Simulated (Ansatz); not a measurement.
Working through a phonon calculation by linear response of PtSe2, space group P-3m1

Program: Ansatz's Python interface.

Contents of `POSCAR`:
```text
PtSe2
1.0
   3.72400000    0.00000000    0.00000000
  -1.86200000    3.22507860    0.00000000
   0.00000000    0.00000000    5.06200000
Pt Se
1 2
Direct
   0.00000000    0.00000000    0.00000000
   0.33333333    0.66666667    0.25000000
   0.66666667    0.33333333    0.75000000
```

Run as a notebook:

**Cell 1**
```python
from dataclasses import dataclass
from pathlib import Path

import ansatz as az
from ase.io import read
import numpy as np
```

**Cell 2**
```python
@dataclass
class Settings:
    xc: str = "PBE"
    cutoff: int = 450
    filling: str = "Fermi-Dirac"
    sigma: float = 0.1
    kmesh: tuple[int, ...] = (10, 10, 6)
```

**Cell 3**
```python
opts = Settings()

atoms = read("POSCAR", format="vasp")
xtal = az.Crystal.from_ase(atoms)

xtal.resolved().sites[-1]
```
Output:
```text
Site(symbol='Se', position=(0.66666667, 0.33333333, 0.75), moment=None, axis=None, held=None, saved=None)
```

**Cell 4**
```python
calc = (
    xtal.calculation()
    .functional(opts.xc)
    .basis(opts.cutoff)
    .occupations(opts.filling, width=opts.sigma)  # fractional filling near the Fermi level
    .kpoints(*opts.kmesh)  # sampling of the Brillouin zone
    .phonons("dfpt")
)
out = calc.run(runs_dir="runs")
ph = out.phonons
```

**Cell 5**
```python
print("Gamma modes (1/cm):", " ".join(f"{w:.1f}" for w in ph.gamma_omega_inv_cm))
print("in meV:", " ".join(f"{w * 0.1239842:.2f}" for w in ph.gamma_omega_inv_cm))
```
Output:
```text
Gamma modes (1/cm): 0.0 0.0 0.0 178.2 178.2 208.5 226.0 226.0 227.0
in meV: 0.00 0.00 0.00 22.09 22.09 25.85 28.02 28.02 28.15
```

The cell isn't relaxed first, so the values belong to this volume. Of the deposited cell: the entry's cell lengths or inner coordinates differ somewhat from later room-temperature determinations. Spin-orbit coupling, which matters for elements this heavy, is left out. The starting cell is as deposited in a crystallographic database; the results hold for this polymorph, which needn't be the stable one. The structure is taken as given; imaginary modes can come from an unrelaxed or unstable start. Phonons of metals also depend on mesh and smearing. Hardware and time: 2.5 min on 1 thread of Arm Neoverse V2 (shared host), peak memory 1.4 GiB.
